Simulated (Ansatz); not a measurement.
**CH4AlI (SMILES [AlH2][CH2]I): single points off equilibrium**

An exercise on one series of results from a longer session: the logs are not shown, and one member is left open.

The runs use Ansatz 0.2.0, Gaussian basis; single points in def2-TZVPP.

Correlated methods freeze the cores. Filled d shells of the heavier atoms are correlated. Core potentials replace the inner electrons past krypton, and spin-orbit coupling is left out.

**The system as given**

SMILES `[AlH2][CH2]I`, 7 atoms, charge 0, spin multiplicity 1.

Atoms are counted from 1 here; the program's logs count them from 0.

Bond lengths: Al1–C2 2.004 Å, Al1–I3 2.919 Å, Al1–H4 1.717 Å, Al1–H5 1.556 Å, C2–I3 2.128 Å, C2–H6 1.024 Å, C2–H7 1.211 Å. Angles: C2–Al1–I3 46.8°, C2–Al1–H4 130.7°, C2–Al1–H5 120.7°, I3–Al1–H4 84.0°, I3–Al1–H5 166.6°, H4–Al1–H5 108.6°, Al1–C2–I3 89.8°, Al1–C2–H6 117.0°, Al1–C2–H7 116.0°, I3–C2–H6 120.0°, I3–C2–H7 100.2°, H6–C2–H7 111.4°, Al1–I3–C2 43.4°.

Geometry (Å):

```xyz
7

Al   -0.8133    0.1689   -0.6371
C     0.7023    0.2364    0.6723
I     0.6583   -1.8860    0.8230
H    -1.7487   -1.1557   -1.2000
H    -1.2956    1.4594   -1.3598
H     0.5697    0.8123    1.5083
H     1.8058    0.3941    0.1987
```

The first run:

The input, run/in.yaml:

```yaml
crystal:
  periodic: [false, false, false]
  atoms:
    - {symbol: Al, position_ang: [-0.813300, 0.168900, -0.637100]}
    - {symbol: C, position_ang: [0.702300, 0.236400, 0.672300]}
    - {symbol: I, position_ang: [0.658300, -1.886000, 0.823000]}
    - {symbol: H, position_ang: [-1.748700, -1.155700, -1.200000]}
    - {symbol: H, position_ang: [-1.295600, 1.459400, -1.359800]}
    - {symbol: H, position_ang: [0.569700, 0.812300, 1.508300]}
    - {symbol: H, position_ang: [1.805800, 0.394100, 0.198700]}
basis:
  gaussian: {orbitals: def2-TZVPP}
correlation: {method: ccsd_t}
output: {forces: true}
```

No record of the launch command was kept for these runs.

Steps of the session up to this table: CCSD(T)/def2-TZVPP; PBE0-D4/def2-TZVPP; wB97M-V/def2-TZVPP; r2SCAN-D4/def2-TZVPP; PBE-D4/def2-TZVPP; r2SCAN0-D4/def2-TZVPP; LC-wPBE/def2-TZVPP.

One of the session's tables, all rows but one given; the rest of the session is left out.

| method | RMS force component (eV/Å) | angle to CCSD(T) forces (°) | dipole (D) |
| --- | --- | --- | --- |
| CCSD(T) | 1.520 | reference | 1.46 |
| PBE0-D4 | 1.527 | 3.1 | 1.50 |
| wB97M-V | 1.523 | 2.4 | 1.50 |
| r2SCAN-D4 | 1.524 | 2.9 | 1.54 |
| PBE-D4 | 1.502 | 4.8 | 1.44 |
| r2SCAN0-D4 | 1.542 | 3.4 | 1.56 |
| LC-wPBE | ? | ? | ? |

**Question.** Estimate the row for LC-wPBE.

As computed: RMS force component (eV/Å): 1.561; angle to CCSD(T) forces (°): 6.7; dipole (D): 1.49. In the column «RMS force component (eV/Å)» it is the highest.
